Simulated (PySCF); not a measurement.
**AuBr: bond curves at several levels of theory**

What are the lowest state that PBE0 finds, the bond length, vibrational wavenumber and bond energy of AuBr, and how much do these hang on the method?

The runs use PySCF 2.14.0; Au def2-TZVPP with ECP60, Br def2-TZVPP, scalar-relativistic core potentials.

## Step 1: The job

A driver script around PySCF takes these settings:

```
atoms                         : Au, Br
charge                        : 0
basis                         : Au def2-TZVPP with ECP60, Br def2-TZVPP
Hamiltonian                   : scalar-relativistic core potentials
basis functions               : 104
electrons treated             : 54
masses in u                   : 196.9666, 78.9183
levels                        : PBE0, PBE, r²SCAN, TPSS, M06-2X, BLYP, B2PLYP, ωB97X, HF, MP2, SCS-MP2, CCSD, CCSD(T)
grid                          : 80 radial by 434 angular points
occupations                   : held fixed by the projection of orbital angular momentum
dissociation limit            : Au + Br, each in its ground configuration
starting distance in angstrom : 2.340
values of 2S to try           : 0, 2, 4
```

Launch:

```console
OMP_NUM_THREADS=2 python dia.py task.json out
```

The runs that follow: The PBE0 curve of the state that the search chose; Excited determinants; PBE (GGA); r²SCAN; TPSS (meta-GGA); M06-2X; BLYP; B2PLYP (double hybrid); ωB97X (range-separated hybrid); RHF; Adding correlation.

What does the calculation give? Wanted: for each run, Re; ωe; De; μ.

As calculated:

Lowest PBE0 solution found, without spin–orbit coupling: ¹Σ⁺ (singlet), closed shell. State 2 has its PBE0 minimum 2.12 eV higher. The other levels ran on the lowest alone.

```
      level  Re (Å)  ωe (cm⁻¹)  De (eV)  μ (D)
        RHF   2.423      233.3     1.58  -5.54
    RHF-MP2   2.295      284.3     2.75    n/a
RHF-SCS-MP2   2.319      272.9     2.58    n/a
   RHF-CCSD   2.344      261.9     2.50    n/a
RHF-CCSD(T)   2.340      261.9     2.64    n/a
        PBE   2.353      248.4     2.81  -2.87
       BLYP   2.392      232.8     2.55  -2.79
       TPSS   2.353      249.8     2.79  -3.09
     r²SCAN   2.336      258.6     2.83  -3.19
       PBE0   2.346      255.2     2.67  -3.55
     M06-2X   2.377      236.9     2.41  -4.16
      ωB97X   2.359      255.5     2.67  -4.11
     B2PLYP   2.351      254.7     2.59  -4.16
```

De is counted to Au + Br in their ground configurations. A positive dipole means Au(−)Br(+).

Differences from CCSD(T) in the same basis:

```
      level  Re (mÅ)  ωe (%)
        RHF      +84   -10.9
    RHF-MP2      -45    +8.5
RHF-SCS-MP2      -20    +4.2
   RHF-CCSD       +4     0.0
        PBE      +14    -5.1
       BLYP      +52   -11.1
       TPSS      +13    -4.6
     r²SCAN       -3    -1.3
       PBE0       +6    -2.6
     M06-2X      +38    -9.5
      ωB97X      +20    -2.5
     B2PLYP      +12    -2.8
```

Against CCSD(T) in the same basis, the bond length is nearest at r²SCAN (-3 mÅ) and farthest at RHF (+84 mÅ); the wavenumber is nearest at RHF-CCSD (0.0 %) and farthest at BLYP (-11.1 %). Among the levels with a De in the table, it runs from 1.58 eV (RHF) to 2.83 eV (r²SCAN).

Correlated steps freeze 9 core orbitals. These are scalar-relativistic numbers at best; spin–orbit coupling would shift them, the dissociation energy most. B2PLYP dipoles, levels and charges come from its SCF part alone.
